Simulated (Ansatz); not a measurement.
# CH7ClSiSn, SMILES C[SiH](Cl)[SnH3]: a ladder of methods at one geometry

Computed with the Python package of Ansatz (0.2.0).

Run as a notebook:

In [1]:
```python
from dataclasses import dataclass
from pathlib import Path

import ansatz as az
import numpy as np


@dataclass(frozen=True)
class Settings:
    basis_set: str = "def2-SVP"
```

In [2]:
```python
opts = Settings()

GEOMETRY = """
C     0.16470    1.49450    0.86370
Si    0.35690   -0.31210    0.78060
Cl    2.37050   -0.74770    0.89620
Sn   -0.47340   -1.17050   -1.39700
H    -0.96430    1.76370    0.76310
H     0.51650    1.94500    1.80880
H     0.67930    2.01700    0.00900
H    -0.31300   -0.92470    1.89480
H    -2.25020   -0.78910   -1.45800
H     0.30650   -0.41830   -2.69620
H    -0.32810   -2.91490   -1.44430
"""

geometry = az.Crystal.molecule()
for line in GEOMETRY.strip().splitlines():
    symbol, *xyz = line.split()
    geometry = geometry.atom(symbol, [float(v) for v in xyz])

model = geometry.calculation().basis(gaussian=opts.basis_set)
```

In [3]:
```python
print("functional    E (Ha)        dipole (D)   HOMO (eV)  LUMO (eV)")
for name in ["hf", "revpbe", "lda", "pbe0", "r2scan0"]:
    r = model.functional(name).forces().orbitals().run(threads=1, pin="off", runs_dir="runs").report
    lines = Path(r["orbitals_path"]).read_text().splitlines()
    field_of = lambda key: [line.split("=")[1].strip() for line in lines if line.startswith(key)]
    orbitals = [(27.211386 * float(e), s, float(n)) for e, s, n in zip(field_of("Ene="), field_of("Spin="), field_of("Occup="))]
    homo = max(e for e, _, n in orbitals if n > 0.5)
    lumo = min(e for e, _, n in orbitals if n < 0.5)
    dipole = 4.803205 * np.linalg.norm(r["charge_distribution"]["dipole_moment_e_ang"])
    print(f"{name:10s} {r['free_energy_ev'] / 27.211386246:14.6f} {dipole:9.3f} {homo:11.3f} {lumo:10.3f}")
```
```text
functional    E (Ha)        dipole (D)   HOMO (eV)  LUMO (eV)
hf           -1003.484377     1.583     -10.216      3.071
revpbe       -1005.949292     1.492      -6.433     -0.786
lda          -1002.651899     1.554      -6.516     -1.032
pbe0         -1005.747986     1.567      -7.612     -0.077
r2scan0      -1006.031087     1.606      -7.804      0.040
```

Caveats:
- Total energies depend on the basis set; only differences at equal settings carry meaning.
- The geometry is a force-field or estimated start, not a minimum of this method, and the basis set is short of its limit. A lower total doesn't mark the better method: functionals have no common bound, and MP2 and coupled cluster aren't variational.
- def2 sets replace the cores of elements past krypton by effective core potentials.
- Levels such as HOMO and LUMO are orbital energies: with these approximate functionals they aren't the ionisation energy and electron affinity, and their gap isn't the fundamental gap.
- Run time: 28 s on 1 thread of Arm Neoverse V1 (shared host), peak memory 0.35 GiB.
